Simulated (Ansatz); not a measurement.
# CH5SeSi radical: up Jacob's ladder to CCSD(T)

The task here is to estimate one member of a computed series from the others.

Program: Ansatz 0.2.0, Gaussian basis. Level of theory: functionals in def2-TZVPP, the program's frozen cores in correlated methods. These are calculated values, not measurements.

Levels to be run: LDA (SPW92), PBE-D4, revPBE-D4, BLYP-D4, r2SCAN-D4, B97M-V, PBE0-D4, B3LYP-D4, r2SCANh-D4, r2SCAN0-D4, HSE06-D4, BHLYP-D4, CAM-B3LYP-D4, LC-ωPBE, ωB97X-V, ωB97M-V, B2PLYP, PBE-QIDH; CCSD(T)/def2-SVP; CCSD(T)/def2-TZVPP; MP2/def2-QZVPP; extrapolation to the limit; RPA on PBE.

**The geometry**

An earlier PBE0-D4 in a triple-zeta def2 set relaxation fixed the geometry.

SMILES `C[SiH][SeH]`, 8 atoms, charge 0, spin multiplicity 2.

Atoms are counted from 1 here; the program's logs count them from 0.

Bond lengths: C1–Si2 1.877 Å, C1–H4 1.093 Å, C1–H5 1.093 Å, C1–H6 1.092 Å, Si2–Se3 2.280 Å, Si2–H7 1.493 Å, Se3–H8 1.469 Å. Angles: Si2–C1–H4 109.9°, Si2–C1–H5 110.2°, Si2–C1–H6 111.0°, H4–C1–H5 108.8°, H4–C1–H6 108.3°, H5–C1–H6 108.6°, C1–Si2–Se3 113.0°, C1–Si2–H7 111.1°, Se3–Si2–H7 103.2°, Si2–Se3–H8 93.4°.

The first run:

The input, in.yaml:

```yaml
crystal:
  periodic: [false, false, false]
  atoms:
    - {symbol: C, position_ang: [-0.671696, 0.850000, -0.211796]}
    - {symbol: Si, position_ang: [0.999174, -0.005239, -0.221510]}
    - {symbol: Se, position_ang: [0.926314, -2.114815, 0.640255]}
    - {symbol: H, position_ang: [-0.571500, 1.867649, -0.597616]}
    - {symbol: H, position_ang: [-1.065333, 0.896815, 0.807182]}
    - {symbol: H, position_ang: [-1.388770, 0.314937, -0.837030]}
    - {symbol: H, position_ang: [1.966560, 0.695544, 0.673331]}
    - {symbol: H, position_ang: [-0.102649, -2.561991, -0.308716]}
basis:
  gaussian: {orbitals: def2-TZVPP}
magnetization: {spin_polarized: true, initial_magnetization: 1}
hamiltonian: {xc: lda}
output: {orbitals: {seedname: orbitals}}
```

Launch:

```
$ ansatz run in.yaml --threads 4 --pin off --events-out ev --progress --plain --max-ram 10444MiB
```

Among the steps run: LDA; PBE-D4 (GGA); revPBE-D4 (GGA); BLYP-D4 (GGA); r2SCAN-D4 (meta-GGA); B97M-V (meta-GGA); B3LYP-D4 (hybrid); r2SCANh-D4 (hybrid); r2SCAN0-D4 (hybrid); HSE06-D4 (hybrid); BHLYP-D4 (hybrid); CAM-B3LYP-D4 (range-separated); LC-ωPBE (range-separated); ωB97X-V (range-separated); ωB97M-V (range-separated); B2PLYP (double hybrid); PBE-QIDH (double hybrid).

One table of the session follows, with a row left open; its other results are not shown here.

It belongs to the step «Frontier levels by functional». 

```
  functional  HOMO (eV)  LUMO (eV)  gap (eV)
 LDA (SPW92)      -4.58      -3.55      1.02
      PBE-D4      -4.60      -3.16      1.44
   revPBE-D4      -4.58      -3.03      1.55
     BLYP-D4      -4.40      -3.18      1.22
   r2SCAN-D4      -4.93      -2.73      2.21
      B97M-V      -4.69      -3.23      1.46
     PBE0-D4      -5.69      -2.30      3.40
    B3LYP-D4          ?          ?         ?
  r2SCANh-D4      -5.33      -2.44      2.89
  r2SCAN0-D4      -5.93      -2.01      3.91
    HSE06-D4      -5.30      -2.68      2.62
    BHLYP-D4      -6.60      -1.53      5.07
CAM-B3LYP-D4      -6.88      -1.43      5.44
     LC-ωPBE      -8.27      -0.06      8.21
     ωB97X-V      -7.79      -0.59      7.20
     ωB97M-V      -7.45      -0.74      6.72
```

Estimate the missing values for B3LYP-D4.

Worked estimate for «HOMO (eV)». Against the share of exact exchange, BLYP-D4 (0, -4.40), BHLYP-D4 (0.5, -6.60) give a slope of -4.40 per unit share; at 0.2 the line stands at -5.28.

**Answer.** HOMO (eV): -5.42; LUMO (eV): -2.68; gap (eV): 2.75. In «HOMO (eV)» the line misses by +0.14.
